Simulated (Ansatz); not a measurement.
Task: a calculation of the elastic constants of IrRh₃, space group Pm-3m, with Ansatz's Python interface. Give the script and its output. Use (first run): PBEsol, PAW, cutoff 630 eV, 11×11×11 k-points, Gaussian smearing of 0.15 eV.

```
CELL_PARAMETERS angstrom
3.81706 0.00000 0.00000
0.00000 3.81706 0.00000
0.00000 0.00000 3.81706
ATOMIC_POSITIONS crystal
Ir 0.00000 0.00000 0.00000
Rh 0.00000 0.50000 0.50000
Rh 0.50000 0.00000 0.50000
Rh 0.50000 0.50000 0.00000
```

`elastic_irrh3.py`:
```python
"""Elastic constants of IrRh3."""

from dataclasses import replace

import ansatz as az
from ase import Atoms
import numpy as np

FUNCTIONAL = "pbesol"
CUTOFF_EV = 630
SMEARING = "gaussian"
EXTRA_BANDS = 8
MESH = (11, 11, 11)

atoms = Atoms(
    ["Ir", "Rh", "Rh", "Rh"],
    scaled_positions=[
        (0.0, 0.0, 0.0),
        (0.0, 0.5, 0.5),
        (0.5, 0.0, 0.5),
        (0.5, 0.5, 0.0),
    ],
    cell=[
        (3.81706, 0.0, 0.0),
        (0.0, 3.81706, 0.0),
        (0.0, 0.0, 3.81706),
    ],
    pbc=True,
)
crystal = az.Crystal.from_ase(atoms)

calculation = (
    crystal.calculation()
    .functional(FUNCTIONAL)
    .basis(CUTOFF_EV)
    .occupations(SMEARING, width=150 * az.meV)
    .scf(extra_bands=EXTRA_BANDS)
    .kpoints(*MESH)
)
# relax, then strain
rest = calculation.relax(cell=True).run(threads=1, pin="off").lattice
relaxed = az.Crystal(lattice=az.Lattice.of(rest.cell_ang))
for site in rest.sites:
    relaxed = relaxed.atom(site.symbol, site.position_frac)
calculation = replace(calculation, crystal=relaxed)
print("relaxed volume {:.3f} A^3".format(abs(np.linalg.det(rest.cell_ang))))
done = calculation.elastic("relaxed_ion").run(threads=1, pin="off")
elastic = done.elastic

C = np.asarray(elastic.c_gpa)
for i in range(6):
    for j in range(i, 6):
        if abs(C[i, j]) > 0.05:
            print(f"C{i + 1}{j + 1} = {C[i, j]:.1f} GPa")
print("smallest eigenvalue of C:", round(elastic.stability.min_eigenvalue_gpa, 1), "GPa; stable:", elastic.stability.stable)
# averaged moduli need a positive definite tensor
if elastic.stability.min_eigenvalue_gpa > 0:
    m = elastic.moduli
    print(f"K = {m.k_hill_gpa:.1f}, G = {m.g_hill_gpa:.1f}, E = {m.youngs_gpa:.1f} GPa, Poisson ratio {m.poisson:.3f}, K/G = {m.k_hill_gpa / m.g_hill_gpa:.2f}")
```

Running `python elastic_irrh3.py` prints:
```text
relaxed volume 54.521 A^3
C11 = 505.9 GPa
C12 = 224.5 GPa
C13 = 224.5 GPa
C22 = 505.9 GPa
C23 = 224.5 GPa
C33 = 505.9 GPa
C44 = 227.0 GPa
C55 = 227.0 GPa
C66 = 227.0 GPa
smallest eigenvalue of C: 227.0 GPa; stable: True
K = 318.3, G = 187.4, E = 469.9 GPa, Poisson ratio 0.254, K/G = 1.70
```

Reading the output:
- The settings weren't tested for convergence.
- A positive definite tensor excludes instabilities under uniform strain alone; phonons elsewhere in the zone can still be imaginary.
- The free energy holds a sizeable smearing term, which stands for no physical temperature.
- Spin-orbit coupling, which matters for elements this heavy, is left out.
- This cell is a computed structure, which may not be the phase found in nature.
- Shear constants of a metal converge slowly with the k-point mesh and can be wrong in sign on a coarse one; the constants belong to the cell that was strained.
- It ran for 8.7 min on 1 thread of Intel(R) Xeon(R) Processor @ 2.50GHz (Skylake/Cascade Lake), with other jobs on the host, peak memory 0.97 GiB.

(A comment or docstring line of the script was reworded after the run, the code is as it ran; lines on the test bed's own set-up are left out of the output.)
